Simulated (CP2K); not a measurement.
# GaGe under changes of volume

One of the cells (24.335 Å³/atom); the others are scaled copies at fixed shape and fractional positions:

```
Ge Ga
1.0
     4.09817    0.00000    0.00000
     2.04909    3.54912    0.00000
     2.04909    1.18304    3.34614
Ge Ga
1 1
Direct
  0.00000 0.00000 0.00000
  0.25000 0.25000 0.25000
```

The cell comes from a database or a generator and needn't be the stable form of this composition.

- Program: CP2K 2026.2
- Functional: PBEsol
- Potentials or basis: POTENTIAL_UZH Ge GTH-PBE-q4, Ga GTH-PBE-q13; TZVP-MOLOPT-PBE-GTH basis
- Density cutoff: 6123 eV
- k mesh: 8 × 8 × 8
- Occupations: fermi-dirac, width 0.05 eV
- Spin: no spin polarisation

```tsv
volume (Å³/atom)	energy over the lowest point (meV/atom)	pressure (GPa)
22.875	6.74	2.4
23.361	1.49	1.1
23.848	0.00	-0.1
24.335	?	?
24.821	6.65	-2.0
25.308	14.06	-2.8
25.795	23.78	-3.5
```

What does the run at 24.335 Å³/atom give?

Energy over the lowest point 1.85 meV/atom; pressure -1.1 GPa.

Worked out: A Birch-Murnaghan fit of order 3 (a polynomial in V^(-2/3)) to the other rows has its minimum at 23.81 Å³/atom with B0 = V·E''(V) = 54 GPa and B' = 5.0. It gives 1.85 meV/atom at 24.335 Å³/atom, against the run's 1.85, and -dE/dV = -1.1 GPa, against -1.1.

Energies are extrapolated to zero smearing.

Caveats: the potentials were made for another functional, which shifts forces and pressure; the basis of atomic orbitals isn't converged, which shifts pressures, moduli and gaps; the real-space grid breaks the cell's symmetry a little (some runs).
